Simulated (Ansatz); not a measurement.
# CH5ClSi: the cost of one run

The runs use Ansatz 0.2.0, Gaussian basis; PBE0-D4/def2-TZVP structures, single points in def2-TZVPP, no counterpoise correction.

Levels: SPW92, PBE-D4, BLYP-D4, r2SCAN-D4, B97M-V, PBE0-D4, B3LYP-D4, r2SCAN0-D4, BHLYP-D4, CAM-B3LYP-D4, wB97X-V, wB97M-V, B2PLYP, PBE-QIDH, RPA on PBE, Hartree-Fock, MP2, CCSD, CCSD(T).

Cores are frozen in the correlated methods. B3LYP uses VWN-RPA correlation. B2PLYP carries no dispersion term here.

94 further runs of the same task are left out: 94 set aside as unsound or not needed.

## Step 1: Where the work starts

The complex: 12 atoms, charge 0, spin multiplicity 1.

Atoms are counted from 1 here; the program's logs count them from 0.

Bond lengths: Si1–N2 1.960 Å, Si1–H3 1.531 Å, Si1–H4 1.482 Å, Si1–C5 1.866 Å, Si1–Cl7 2.361 Å, N2–H6 1.019 Å, N2–H8 1.016 Å, N2–H9 1.017 Å, C5–H10 1.095 Å, C5–H11 1.089 Å, C5–H12 1.092 Å. Angles: N2–Si1–H3 84.6°, N2–Si1–H4 119.3°, N2–Si1–C5 116.0°, N2–Si1–Cl7 78.4°, H3–Si1–H4 97.7°, H3–Si1–C5 99.7°, H3–Si1–Cl7 162.4°, H4–Si1–C5 123.1°, H4–Si1–Cl7 86.5°, C5–Si1–Cl7 92.1°, Si1–N2–H6 108.2°, Si1–N2–H8 112.5°, Si1–N2–H9 107.8°, H6–N2–H8 112.9°, H6–N2–H9 106.4°, H8–N2–H9 108.8°, Si1–C5–H10 109.6°, Si1–C5–H11 111.2° and more.

Coordinates:

```
Si   -0.58044   -0.30657   -0.18357
N     0.69744   -0.87124    1.19075
H    -0.04909   -1.50932   -0.96710
H    -1.99353   -0.74260   -0.08270
C    -0.01823    1.07391   -1.30652
H     0.97737   -0.04777    1.72187
Cl   -1.07007    1.20102    1.56577
H     1.48778   -1.37813    0.80235
H     0.20569   -1.47862    1.84169
H     1.00214    1.36944   -1.04194
H    -0.65019    1.95405   -1.19560
H    -0.00888    0.73572   -2.34510
```

Its parts: CH₅ClSi holds atoms 1, 3, 4, 5, 7, 10, 11, 12; NH₃ holds atoms 2, 6, 8, 9. Each part counts its atoms afresh in its own runs.

## Step 2: Relaxing CH₅ClSi alone

The input, relax-a/in.yaml:

```yaml
crystal:
  periodic: [false, false, false]
  atoms:
    - {symbol: Si, position_ang: [-0.580439, -0.306570, -0.183572]}
    - {symbol: H, position_ang: [-0.049090, -1.509323, -0.967097]}
    - {symbol: H, position_ang: [-1.993534, -0.742596, -0.082698]}
    - {symbol: C, position_ang: [-0.018227, 1.073911, -1.306524]}
    - {symbol: Cl, position_ang: [-1.070069, 1.201021, 1.565766]}
    - {symbol: H, position_ang: [1.002136, 1.369442, -1.041944]}
    - {symbol: H, position_ang: [-0.650190, 1.954052, -1.195596]}
    - {symbol: H, position_ang: [-0.008877, 0.735715, -2.345102]}
basis:
  gaussian: {orbitals: def2-TZVP}
hamiltonian: {xc: pbe0, dispersion: d4}
relax: {f_tol: 0.005, max_steps: 200}
```

Command:

```console
ansatz run in.yaml --threads 4 --pin off --events-out ev --progress --plain --max-ram 9574MiB
```

**Question.** How long does this run take on 4 threads of Intel Xeon 6975P-C, shared host?

About 12 s.
